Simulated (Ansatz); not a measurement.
Geometry optimisation, Ansatz 0.2.0, DFT PBE, scalar-relativistic, plane waves, PAW.

input.yaml

```yaml
accuracy: low
crystal:
  lattice:
    - [6.32, 0.0, 0.0]
    - [0.0, 6.32, 0.0]
    - [0.0, 0.0, 6.32]
  atoms:
    - { symbol: W, position: [0.0, 0.0, 0.0] }
    - { symbol: W, position: [0.5, 0.0, 0.0] }
    - { symbol: W, position: [0.0, 0.5, 0.0] }
    - { symbol: W, position: [0.0, 0.0, 0.5] }
    - { symbol: W, position: [0.25, 0.25, 0.25] }
    - { symbol: W, position: [0.5, 0.5, 0.0] }
    - { symbol: W, position: [0.5, 0.0, 0.5] }
    - { symbol: W, position: [0.75, 0.25, 0.25] }
    - { symbol: W, position: [0.0, 0.5, 0.5] }
    - { symbol: W, position: [0.25, 0.75, 0.25] }
    - { symbol: W, position: [0.25, 0.25, 0.75] }
    - { symbol: W, position: [0.5, 0.5, 0.5] }
    - { symbol: W, position: [0.75, 0.75, 0.25] }
    - { symbol: W, position: [0.75, 0.25, 0.75] }
    - { symbol: W, position: [0.25, 0.75, 0.75] }
    - { symbol: W, position: [0.75, 0.75, 0.75] }
    - { symbol: Li, position: [0.7649691, 0.505242, 0.6170023] }
basis:
  ecutwfc: 420.0
kpoints:
  mp_grid: { grid: [2, 2, 2] }
hamiltonian:
  xc: pbe
scf:
  occupations: { method: fermi_dirac, width: 0.1 }
  lower_state_search: "off"
relax:
  f_tol: 0.08
  max_steps: 25
  adjacent_minimum: "off"
output:
  write_density: true
  write_potential: true
  elf: true
  volumetric_format: npy
```

Command:

```bash
$ ansatz run input.yaml --threads 2 --pin off --max-ram 5120MiB --backend cpu --events-out ev --progress --plain --runs-dir out
```

Question: Where does it end, and by what steps?

Answer: It converged. Limits of this set-up: coarse k mesh, low accuracy level. After 8 steps the energy has fallen by 4.339 eV; Li17 moved furthest, 0.68 Å. The start is strongly strained (largest force component 10 eV/Å).

```csv
step,energy less start (eV),largest force component (eV/Å),accepted
0,0.0000,10.342,yes
1,-3.5615,4.026,yes
2,-3.9266,1.603,yes
3,-4.1450,0.817,yes
4,-4.2875,0.282,yes
5,-4.3046,0.395,yes
6,-4.3286,0.213,yes
7,-4.3376,0.095,yes
8,-4.3388,0.019,yes
```

```xyz
17
Lattice="6.3200 0.0000 0.0000 0.0000 6.3200 0.0000 0.0000 0.0000 6.3200" Properties=species:S:1:pos:R:3
W -0.011 -0.005 0.037
W 3.081 0.030 0.071
W -0.043 3.142 -0.044
W -0.042 -0.086 3.183
W 1.614 1.473 1.515
W 3.121 3.129 0.000
W 3.121 -0.042 3.170
W 4.722 1.550 1.591
W 0.305 2.880 2.921
W 1.566 4.715 1.551
W 1.566 1.509 4.757
W 3.108 3.110 3.152
W 4.714 4.704 1.605
W 4.715 1.564 4.745
W 1.507 4.687 4.729
W 4.505 4.997 5.039
Li 5.205 3.756 3.796
```

Run time: 79 s on 2 threads of Arm Neoverse V1 (shared host), peak memory 0.69 GiB.
